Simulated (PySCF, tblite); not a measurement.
# C6H13FOSi: geometry, infrared bands and NMR shifts

Aim: predict the infrared bands and NMR shifts of C6H13FOSi (`CC(C)[Si@@H](C=O)[C@@H](C)F`).

Programs: tblite 0.8.0 and PySCF 2.14.0, with density-fitted response routines of our own. Each step states its level of theory. These are calculated values for one molecule in the gas phase, unless marked as measured. Atoms count from 0, in the outputs and in this text.

## (1) The starting structure

22 atoms, charge 0, multiplicity 1; geometry from: force field or distance geometry start.

Bonds of the start (Å): C0–C1 1.53, C1–C2 1.53, C1–Si3 1.94, Si3–C4 1.88, C4–O5 1.23, Si3–C6 1.87, C6–C7 1.51, C6–F8 1.36, C0–H9 1.11, C0–H10 1.10, C0–H11 1.08, C1–H12 1.08, C2–H13 1.09, C2–H14 1.11, C2–H15 1.11, Si3–H16 1.50, C4–H17 1.10, C6–H18 1.10, C7–H19 1.09, C7–H20 1.10, C7–H21 1.10.

## (2) Geometry optimisation with GFN2-xTB

The job: settings as JSON, then the geometry in Å.

```
{"job": {"kind": "relax", "xc": "GFN2-xTB", "basis": "xTB"}, "charge": 0, "multiplicity": 1}
C     -1.118500     1.815100    -0.169700
C     -1.063300     0.307200    -0.406200
C     -2.461100    -0.298400    -0.325600
Si     0.173900    -0.573200     0.798000
C      0.191500    -2.429600     0.474800
O      0.956900    -2.858900    -0.381200
C      1.899100     0.137600     0.644300
C      2.493500     0.211100    -0.747100
F      1.867500     1.406400     1.143600
H     -1.491300     2.056900     0.842600
H     -1.809600     2.284600    -0.891100
H     -0.148800     2.283300    -0.292300
H     -0.672100     0.129300    -1.396200
H     -2.458300    -1.366800    -0.561400
H     -3.133900     0.200300    -1.053400
H     -2.916400    -0.167500     0.677800
H     -0.336800    -0.357000     2.193900
H     -0.500000    -3.059900     1.051300
H      2.577100    -0.427800     1.300200
H      3.487500     0.664000    -0.707500
H      1.874500     0.843200    -1.403700
H      2.578300    -0.780300    -1.208300
```

Started as:

```console
$ OMP_NUM_THREADS=1 python probes_run.py task.json out
```

This one command runs all jobs of the session in turn.

**Question.** This job is followed by: GFN2-xTB harmonic vibrations, gas phase; GIAO PBE0/pcSseg-1 NMR shielding, non-relativistic, gas phase. Predict these results of the whole session: strongest single infrared mode (GFN2-xTB); zero-point energy (GFN2-xTB); 13C shifts against TMS (PBE0/pcSseg-1); 1H shifts against TMS (PBE0/pcSseg-1, means over atoms taken as alike); 29Si shifts against TMS (PBE0/pcSseg-1); 17O shifts against H2O (PBE0/pcSseg-1); 19F shifts against CFCl3 (PBE0/pcSseg-1).

**Answer**, as computed:

```
                                                              quantity                                          value
                             strongest single infrared mode (GFN2-xTB)                          2225 cm⁻¹, 272 km/mol
                                          zero-point energy (GFN2-xTB)                                 110.5 kcal/mol
                                13C shifts against TMS (PBE0/pcSseg-1)        251.3, 87.6, 21.4, 21.3, 21.2, 17.5 ppm
1H shifts against TMS (PBE0/pcSseg-1, means over atoms taken as alike)  12.64, 5.03, 4.40, 1.67, 1.46, 1.36, 1.27 ppm
                               29Si shifts against TMS (PBE0/pcSseg-1)                                      -34.5 ppm
                                17O shifts against H2O (PBE0/pcSseg-1)                                      944.5 ppm
                              19F shifts against CFCl3 (PBE0/pcSseg-1)                                     -246.6 ppm
```

What this shows: Over 91 steps the energy fell by 0.202 eV; of the close pairs, Si3–C6 changed most, 1.872 to 1.927 Å. All 60 modes are real, so the xTB geometry is a minimum. The strongest single mode, at 2225 cm⁻¹, moves mainly H16. GFN2-xTB is a fitted tight-binding method: band positions and strengths are rough. Its intensities can rank the bands wrongly. At PBE0/pcSseg-1: Shielding is most anisotropic at O5 (span 2133 ppm, paramagnetic term -1008 ppm).
